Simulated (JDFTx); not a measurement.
# InRh (Pm-3m) in JDFTx: reference runs

Aim: a first look at InRh with PBEsol, on the cell as given and on a disturbed one.

Program: JDFTx 1.7.0 (patched build). These are calculated values, not measurements. Logs are shortened: lines on timing, memory, paths and dates and some standing lists are left out, and cuts for length are marked. The log counts tension as positive stress, the text compression.

## 1. The structure

Symmetry: Pm-3m, No. 221, cubic system. The conventional cell has a = 3.196 Å, b = 3.196 Å, c = 3.196 Å, α = 90.00°, β = 90.00°, γ = 90.00°. In (site symmetry m-3m) has 8 Rh at 2.77 Å as nearest neighbours. Rh (site symmetry m-3m) has 8 In at 2.77 Å as nearest neighbours.

## 2. Single point, PBEsol

File InRh.in:

```
lattice \
    6.0395646943     0.0000000000     0.0000000000 \
    0.0000000000     6.0395646943     0.0000000000 \
    0.0000000000     0.0000000000     6.0395646943
coords-type Lattice
ion In     0.5000000000     0.5000000000     0.5000000000 1
ion Rh     0.0000000000     0.0000000000     0.0000000000 1

ion-species pseudo/In.upf
ion-species pseudo/Rh.upf
elec-cutoff 44 352
elec-ex-corr gga-PBEsol
kpoint-folding 8 8 8
elec-smearing Fermi 0.0018374661
elec-n-bands 22
electronic-SCF nIterations 100 energyDiffThreshold 1e-09
electronic-minimize nIterations 30 energyDiffThreshold 1e-7
converge-empty-states yes
forces-output-coords Cartesian

dump-name run.$VAR
dump End Ecomponents EigStats BandEigs Kpoints Forces Stress ElecDensity Dtot KEdensity
```

Potentials or basis: PseudoDojo-SR-PBEsol-0.4.1-standard with smoothed tails.

Launch:

```console
$ jdftx -c 1 -i InRh.in -o InRh.out
```

Log:

```text
*************** JDFTx 1.7.0 (patched build) ***************

Input parsed successfully to the following command list (including defaults):
[... the input with its defaults ...]

---------- Setting up symmetries ----------

Found 48 point-group symmetries of the bravais lattice
Found 48 space-group symmetries with basis
Applied RMS atom displacement 0 bohrs to make symmetries exact.

---------- Initializing the Grid ----------
R =
[      6.03956            0            0  ]
[            0      6.03956            0  ]
[            0            0      6.03956  ]
unit cell volume = 220.301
G =
[    1.04034          0          0  ]
[          0    1.04034          0  ]
[          0          0    1.04034  ]
Minimum fftbox size, Smin = [  52  52  52  ]
Chosen fftbox size, S = [  54  54  54  ]

---------- Initializing tighter grid for wavefunction operations ----------
R =
[      6.03956            0            0  ]
[            0      6.03956            0  ]
[            0            0      6.03956  ]
unit cell volume = 220.301
G =
[    1.04034          0          0  ]
[          0    1.04034          0  ]
[          0          0    1.04034  ]
Minimum fftbox size, Smin = [  40  40  40  ]
Chosen fftbox size, S = [  40  40  40  ]

---------- Exchange Correlation functional ----------
Initalized PBEsol GGA exchange.
Initalized PBEsol GGA correlation.

---------- Setting up pseudopotentials ----------
Width of ionic core gaussian charges (only for fluid interactions / plotting) set to 0

Reading pseudopotential file 'pseudo/In.upf':
  'In' pseudopotential, 'PBESOL' functional
  Generated using ONCVPSP code by D. R. Hamann
  13 valence electrons, 3 orbitals, 6 projectors, 1001 radial grid points, with lMax = 2
    4D    l: 2   occupation: 10.0   eigenvalue: -0.683211
    5S    l: 0   occupation:  2.0   eigenvalue: -0.303394
    5P    l: 1   occupation:  1.0   eigenvalue: -0.092565
  Core radius for overlap checks: 2.17 bohrs.

Reading pseudopotential file 'pseudo/Rh.upf':
  'Rh' pseudopotential, 'PBESOL' functional
  Generated using ONCVPSP code by D. R. Hamann
  17 valence electrons, 4 orbitals, 6 projectors, 1001 radial grid points, with lMax = 2
    4S    l: 0   occupation:  2.0   eigenvalue: -3.029281
    4P    l: 1   occupation:  6.0   eigenvalue: -1.851417
    4D    l: 2   occupation:  8.0   eigenvalue: -0.218779
    5S    l: 0   occupation:  1.0   eigenvalue: -0.158970
  Core radius for overlap checks: 1.34 bohrs.

Initialized 2 species with 2 total atoms.

Folded 1 k-points by 8x8x8 to 512 k-points.

---------- Setting up k-points, bands, fillings ----------
Reduced to 35 k-points under symmetry.
Computing the number of bands and number of electrons
Calculating initial fillings.
nElectrons:  30.000000   nBands: 22   nStates: 35

----- Setting up reduced wavefunction bases (one per k-point) -----
average nbasis = 3070.369 , ideal nbasis = 3071.071

---------- Setting up ewald sum ----------
Optimum gaussian width for ewald sums = 2.146565 bohr.
Real space sum over 1331 unit cells with max indices [  5  5  5  ]
Reciprocal space sum over 2197 terms with max indices [  6  6  6  ]

---------- Allocating electronic variables ----------
Initializing wave functions:  linear combination of atomic orbitals
Note: number of bands (22) exceeds available atomic orbitals (19)
In pseudo-atom occupations:   s ( 2 )  p ( 1 )  d ( 10 )
Rh pseudo-atom occupations:   s ( 2 0 )  p ( 6 )  d ( 9 )
	FillingsUpdate:  mu: +0.595208741  nElectrons: 30.000000
LCAOMinimize: Iter:   0  F: -166.9409999139508045  |grad|_K:  1.679e-02  alpha:  1.000e+00
	FillingsUpdate:  mu: +0.906509777  nElectrons: 30.000000
LCAOMinimize: Iter:   1  F: -167.3506338739961166  |grad|_K:  8.971e-03  alpha:  4.387e-01  linmin:  2.346e-01  cgtest: -1.172e+00
LCAOMinimize: 	Bad step direction: g.d > 0.
[... 12 lines of inner loops ...]
LCAOMinimize: Iter:   6  F: -167.5877566625825921  |grad|_K:  4.098e-06  alpha:  6.893e-01  linmin:  2.107e-05  cgtest:  1.913e-04
	FillingsUpdate:  mu: +0.697283479  nElectrons: 30.000000
LCAOMinimize: Iter:   7  F: -167.5877567136656126  |grad|_K:  3.318e-07  alpha:  3.595e-01  linmin:  1.692e-03  cgtest: -6.022e-03
LCAOMinimize: Converged (|Delta F|<1.000000e-06 for 2 iters).

-------- Electronic minimization -----------
Will mix electronic density at each iteration.
	FillingsUpdate:  mu: +0.697283479  nElectrons: 30.000000
	FillingsUpdate:  mu: +0.694299041  nElectrons: 30.000000
SCF: Cycle:  0   F: -167.621855840826726   dF: -3.410e-02   |Residual|: 9.094e-02   |deigs|: 4.249e-01
	FillingsUpdate:  mu: +0.668815689  nElectrons: 30.000000
SCF: Cycle:  1   F: -167.631512005893484   dF: -9.656e-03   |Residual|: 4.022e-02   |deigs|: 2.180e-02
	FillingsUpdate:  mu: +0.677822163  nElectrons: 30.000000
SCF: Cycle:  2   F: -167.635474144894971   dF: -3.962e-03   |Residual|: 1.033e-02   |deigs|: 8.088e-03
	FillingsUpdate:  mu: +0.677192244  nElectrons: 30.000000
SCF: Cycle:  3   F: -167.635513964855477   dF: -3.982e-05   |Residual|: 3.085e-03   |deigs|: 1.801e-03
	FillingsUpdate:  mu: +0.676955716  nElectrons: 30.000000
SCF: Cycle:  4   F: -167.635515754030507   dF: -1.789e-06   |Residual|: 6.132e-04   |deigs|: 2.169e-04
	FillingsUpdate:  mu: +0.677038874  nElectrons: 30.000000
SCF: Cycle:  5   F: -167.635516652449979   dF: -8.984e-07   |Residual|: 1.537e-04   |deigs|: 7.170e-05
	FillingsUpdate:  mu: +0.677053704  nElectrons: 30.000000
SCF: Cycle:  6   F: -167.635516885321607   dF: -2.329e-07   |Residual|: 3.567e-05   |deigs|: 2.267e-05
	FillingsUpdate:  mu: +0.677047677  nElectrons: 30.000000
SCF: Cycle:  7   F: -167.635517045526512   dF: -1.602e-07   |Residual|: 1.085e-05   |deigs|: 2.055e-05
	FillingsUpdate:  mu: +0.677046760  nElectrons: 30.000000
SCF: Cycle:  8   F: -167.635517095626057   dF: -5.010e-08   |Residual|: 5.373e-06   |deigs|: 8.209e-06
	FillingsUpdate:  mu: +0.677046552  nElectrons: 30.000000
SCF: Cycle:  9   F: -167.635517130119325   dF: -3.449e-08   |Residual|: 2.426e-06   |deigs|: 6.004e-06
	FillingsUpdate:  mu: +0.677046762  nElectrons: 30.000000
SCF: Cycle: 10   F: -167.635517138769359   dF: -8.650e-09   |Residual|: 1.678e-06   |deigs|: 2.216e-06
	FillingsUpdate:  mu: +0.677046793  nElectrons: 30.000000
SCF: Cycle: 11   F: -167.635517145942970   dF: -7.174e-09   |Residual|: 2.343e-06   |deigs|: 3.801e-06
	FillingsUpdate:  mu: +0.677047000  nElectrons: 30.000000
SCF: Cycle: 12   F: -167.635517147881700   dF: -1.939e-09   |Residual|: 2.917e-06   |deigs|: 1.781e-06
	FillingsUpdate:  mu: +0.677047004  nElectrons: 30.000000
SCF: Cycle: 13   F: -167.635517149301847   dF: -1.420e-09   |Residual|: 2.068e-06   |deigs|: 1.721e-06
	FillingsUpdate:  mu: +0.677046972  nElectrons: 30.000000
SCF: Cycle: 14   F: -167.635517149706288   dF: -4.044e-10   |Residual|: 1.875e-06   |deigs|: 7.802e-07
	FillingsUpdate:  mu: +0.677046941  nElectrons: 30.000000
SCF: Cycle: 15   F: -167.635517149990591   dF: -2.843e-10   |Residual|: 1.538e-06   |deigs|: 1.221e-06
SCF: Converged (|Delta E|<1.000000e-09 for 2 iters).

Setting wave functions to eigenvectors of Hamiltonian
Converging empty states (this may take a while): |deigs|: 4.559e-06

# Stress tensor in Cartesian coordinates [Eh/a0^3]:
[  2.19506e-05            0            0  ]
[            0  2.19506e-05            0  ]
[            0            0  2.19506e-05  ]

# Ionic positions in lattice coordinates:
ion In   0.500000000000000   0.500000000000000   0.500000000000000 1
ion Rh   0.000000000000000   0.000000000000000   0.000000000000000 1

# Forces in Cartesian coordinates:
force In  -0.000000000000000   0.000000000000000  -0.000000000000000 1
force Rh   0.000000000000000  -0.000000000000000  -0.000000000000000 1

# Energy components:
   Eewald =     -136.9252610138811974
       EH =       32.7556129555355398
     Eloc =     -113.6715920652699197
      Enl =       -7.8763356548999015
      Exc =      -38.7543630308961937
 Exc_core =       15.9093420381137758
       KE =       80.9274699955638823
-------------------------------------
     Etot =     -167.6351267757339940
       TS =        0.0003903742565919
-------------------------------------
        F =     -167.6355171499905907

IonicMinimize: Iter:   0  F: -167.635517149990591  |grad|_K:        nan
IonicMinimize: None of the convergence criteria satisfied after 0 iterations.

#--- Lowdin population analysis ---
# oxidation-state In -0.014
# oxidation-state Rh +0.082

Dumping 'run.eigStats' ...
	eMin: -2.194869 at state 0 ( [ +0.000000 +0.000000 +0.000000 ] spin 0 )
	HOMO: +0.676098 at state 23 ( [ +0.125000 +0.375000 +0.500000 ] spin 0 )
	mu  : +0.677046
	LUMO: +0.677835 at state 8 ( [ +0.000000 +0.125000 +0.500000 ] spin 0 )
	eMax: +1.288894 at state 25 ( [ +0.250000 +0.250000 +0.250000 ] spin 0 )
	HOMO-LUMO gap: +0.001738
	Optical gap  : +0.025341 at state 34 ( [ +0.500000 +0.500000 +0.500000 ] spin 0 )
Done!
```

Wall time 2.1 min (1 thread of Arm Neoverse V1, shared host); peak memory 0.15 GiB.

What came out:

```
Free energy            : -4561.5948 eV
Pressure               : -0.6 GPa
Band gap on the k mesh : none (metal or under the smearing width)
```

Levels at points of the mesh, in eV from the Fermi level:
| k point | band 13 | band 14 | band 15 | band 16 | band 17 |
| --- | --- | --- | --- | --- | --- |
| (0.00, 0.00, 0.00) | -1.23 | -1.23 | -1.23 | 4.56 | 4.56 |
| (0.00, 0.00, 0.50) | -2.64 | -2.64 | -1.34 | 0.03 | 10.14 |
| (0.00, 0.50, 0.50) | -2.39 | -1.80 | -1.80 | -0.53 | 2.90 |
| (0.50, 0.50, 0.50) | -0.47 | -0.47 | 0.22 | 4.25 | 4.25 |

## 3. Single point, PBEsol (atoms moved at random, drawn with an rms of 0.05 Å)

Edit InRh.in of step 2 so:

```diff
@@ -5,4 +5,4 @@
 coords-type Lattice
-ion In     0.5000000000     0.5000000000     0.5000000000 1
-ion Rh     0.0000000000     0.0000000000     0.0000000000 1
+ion In     0.4790100000     0.4943350000     0.4848210000 1
+ion Rh    -0.0032890000    -0.0131510000    -0.0054420000 1
 
@@ -21,2 +21,2 @@
 dump-name run.$VAR
-dump End Ecomponents EigStats BandEigs Kpoints Forces Stress ElecDensity Dtot KEdensity
+dump End Ecomponents EigStats BandEigs Kpoints Forces Stress
```

Potentials or basis: PseudoDojo-SR-PBEsol-0.4.1-standard with smoothed tails.

Launch:

```console
$ jdftx -c 1 -i InRh.in -o InRh.out
```

Log:

```text
*************** JDFTx 1.7.0 (patched build) ***************

Input parsed successfully to the following command list (including defaults):
[... the input with its defaults ...]

---------- Setting up symmetries ----------

Found 48 point-group symmetries of the bravais lattice
Found 1 space-group symmetries with basis
Applied RMS atom displacement 0 bohrs to make symmetries exact.

---------- Initializing the Grid ----------
R =
[      6.03956            0            0  ]
[            0      6.03956            0  ]
[            0            0      6.03956  ]
unit cell volume = 220.301
G =
[    1.04034          0          0  ]
[          0    1.04034          0  ]
[          0          0    1.04034  ]
Minimum fftbox size, Smin = [  52  52  52  ]
Chosen fftbox size, S = [  54  54  54  ]

---------- Initializing tighter grid for wavefunction operations ----------
R =
[      6.03956            0            0  ]
[            0      6.03956            0  ]
[            0            0      6.03956  ]
unit cell volume = 220.301
G =
[    1.04034          0          0  ]
[          0    1.04034          0  ]
[          0          0    1.04034  ]
Minimum fftbox size, Smin = [  40  40  40  ]
Chosen fftbox size, S = [  40  40  40  ]

---------- Exchange Correlation functional ----------
Initalized PBEsol GGA exchange.
Initalized PBEsol GGA correlation.

---------- Setting up pseudopotentials ----------
Width of ionic core gaussian charges (only for fluid interactions / plotting) set to 0

Reading pseudopotential file 'pseudo/In.upf':
  'In' pseudopotential, 'PBESOL' functional
  Generated using ONCVPSP code by D. R. Hamann
  13 valence electrons, 3 orbitals, 6 projectors, 1001 radial grid points, with lMax = 2
    4D    l: 2   occupation: 10.0   eigenvalue: -0.683211
    5S    l: 0   occupation:  2.0   eigenvalue: -0.303394
    5P    l: 1   occupation:  1.0   eigenvalue: -0.092565
  Core radius for overlap checks: 2.17 bohrs.
[... 44 lines left out ...]
LCAOMinimize: Converged (|Delta F|<1.000000e-06 for 2 iters).

-------- Electronic minimization -----------
Will mix electronic density at each iteration.
	FillingsUpdate:  mu: +0.696436793  nElectrons: 30.000000
	FillingsUpdate:  mu: +0.693419248  nElectrons: 30.000000
SCF: Cycle:  0   F: -167.622532643500989   dF: -3.393e-02   |Residual|: 8.681e-02   |deigs|: 4.249e-01
	FillingsUpdate:  mu: +0.669175422  nElectrons: 30.000000
SCF: Cycle:  1   F: -167.631343416933561   dF: -8.811e-03   |Residual|: 3.828e-02   |deigs|: 2.079e-02
	FillingsUpdate:  mu: +0.677743578  nElectrons: 30.000000
SCF: Cycle:  2   F: -167.634926855738541   dF: -3.583e-03   |Residual|: 1.009e-02   |deigs|: 7.706e-03
	FillingsUpdate:  mu: +0.677134509  nElectrons: 30.000000
SCF: Cycle:  3   F: -167.634965318332434   dF: -3.846e-05   |Residual|: 3.013e-03   |deigs|: 1.753e-03
	FillingsUpdate:  mu: +0.676916738  nElectrons: 30.000000
SCF: Cycle:  4   F: -167.634967158605718   dF: -1.840e-06   |Residual|: 5.970e-04   |deigs|: 2.011e-04
	FillingsUpdate:  mu: +0.676993045  nElectrons: 30.000000
SCF: Cycle:  5   F: -167.634968020660182   dF: -8.621e-07   |Residual|: 1.463e-04   |deigs|: 6.738e-05
	FillingsUpdate:  mu: +0.677007425  nElectrons: 30.000000
SCF: Cycle:  6   F: -167.634968281579461   dF: -2.609e-07   |Residual|: 3.052e-05   |deigs|: 3.431e-05
	FillingsUpdate:  mu: +0.677001897  nElectrons: 30.000000
SCF: Cycle:  7   F: -167.634968440505219   dF: -1.589e-07   |Residual|: 1.003e-05   |deigs|: 4.724e-05
	FillingsUpdate:  mu: +0.677001396  nElectrons: 30.000000
SCF: Cycle:  8   F: -167.634968492793945   dF: -5.229e-08   |Residual|: 5.806e-06   |deigs|: 2.310e-05
	FillingsUpdate:  mu: +0.677001621  nElectrons: 30.000000
SCF: Cycle:  9   F: -167.634968528104025   dF: -3.531e-08   |Residual|: 2.275e-06   |deigs|: 1.931e-05
	FillingsUpdate:  mu: +0.677001775  nElectrons: 30.000000
SCF: Cycle: 10   F: -167.634968537545518   dF: -9.441e-09   |Residual|: 8.438e-07   |deigs|: 8.613e-06
	FillingsUpdate:  mu: +0.677001805  nElectrons: 30.000000
SCF: Cycle: 11   F: -167.634968544930047   dF: -7.385e-09   |Residual|: 9.409e-07   |deigs|: 1.504e-05
	FillingsUpdate:  mu: +0.677001819  nElectrons: 30.000000
SCF: Cycle: 12   F: -167.634968546608974   dF: -1.679e-09   |Residual|: 6.064e-07   |deigs|: 7.512e-06
	FillingsUpdate:  mu: +0.677001805  nElectrons: 30.000000
SCF: Cycle: 13   F: -167.634968548023210   dF: -1.414e-09   |Residual|: 6.855e-07   |deigs|: 6.659e-06
	FillingsUpdate:  mu: +0.677001809  nElectrons: 30.000000
SCF: Cycle: 14   F: -167.634968548369159   dF: -3.459e-10   |Residual|: 3.906e-07   |deigs|: 3.076e-06
	FillingsUpdate:  mu: +0.677001809  nElectrons: 30.000000
SCF: Cycle: 15   F: -167.634968548655479   dF: -2.863e-10   |Residual|: 2.596e-07   |deigs|: 4.930e-06
SCF: Converged (|Delta E|<1.000000e-09 for 2 iters).

Setting wave functions to eigenvectors of Hamiltonian
Converging empty states (this may take a while): |deigs|: 1.703e-05

# Stress tensor in Cartesian coordinates [Eh/a0^3]:
[  1.45615e-05  6.64844e-06 -8.62576e-06  ]
[  6.64844e-06  8.00865e-06   3.7162e-06  ]
[ -8.62576e-06   3.7162e-06  9.00849e-06  ]

# Ionic positions in lattice coordinates:
ion In   0.479010000000000   0.494335000000000   0.484821000000000 1
ion Rh  -0.003289000000000  -0.013151000000000  -0.005442000000000 1

# Forces in Cartesian coordinates:
force In   0.006940350263802  -0.002971798288404   0.003858584782367 1
force Rh  -0.006927764954936   0.002964637944363  -0.003850455781751 1

# Energy components:
   Eewald =     -136.8896767062566937
       EH =       32.7895397807144562
     Eloc =     -113.7430751935944073
      Enl =       -7.8750848593473739
      Exc =      -38.7553329149846491
 Exc_core =       15.9093418916331526
       KE =       80.9297098399569705
-------------------------------------
     Etot =     -167.6345781618785509
       TS =        0.0003903867769344
-------------------------------------
        F =     -167.6349685486554790

IonicMinimize: Iter:   0  F: -167.634968548655479  |grad|_K:  4.890e-03
IonicMinimize: None of the convergence criteria satisfied after 0 iterations.

#--- Lowdin population analysis ---
# oxidation-state In -0.013
# oxidation-state Rh +0.081

Dumping 'run.eigStats' ...
	eMin: -2.194888 at state 0 ( [ +0.000000 +0.000000 +0.000000 ] spin 0 )
	HOMO: +0.676072 at state 195 ( [ +0.375000 +0.500000 +0.125000 ] spin 0 )
	mu  : +0.677002
	LUMO: +0.677730 at state 66 ( [ +0.125000 +0.500000 +0.000000 ] spin 0 )
	eMax: +1.289010 at state 116 ( [ +0.250000 +0.250000 +0.250000 ] spin 0 )
	HOMO-LUMO gap: +0.001658
	Optical gap  : +0.025565 at state 259 ( [ +0.500000 +0.500000 +0.500000 ] spin 0 )
Done!
```

Run time: 15 min. Hardware: 1 thread of Arm Neoverse V1, shared host; peak memory 0.76 GiB.

What came out:

| Item | Value |
| --- | --- |
| Free energy | -4561.5799 eV |
| Pressure | -0.3 GPa |
| Largest force | 0.436 eV/Å |
| Band gap on the k mesh | none (metal or under the smearing width) |

Forces on the atoms (eV/Å):
```
In   0.357 -0.153  0.198
Rh  -0.356  0.152 -0.198
```

Stress tensor (GPa, compression positive):
```
-0.43 -0.20  0.25
-0.20 -0.24 -0.11
 0.25 -0.11 -0.27
```
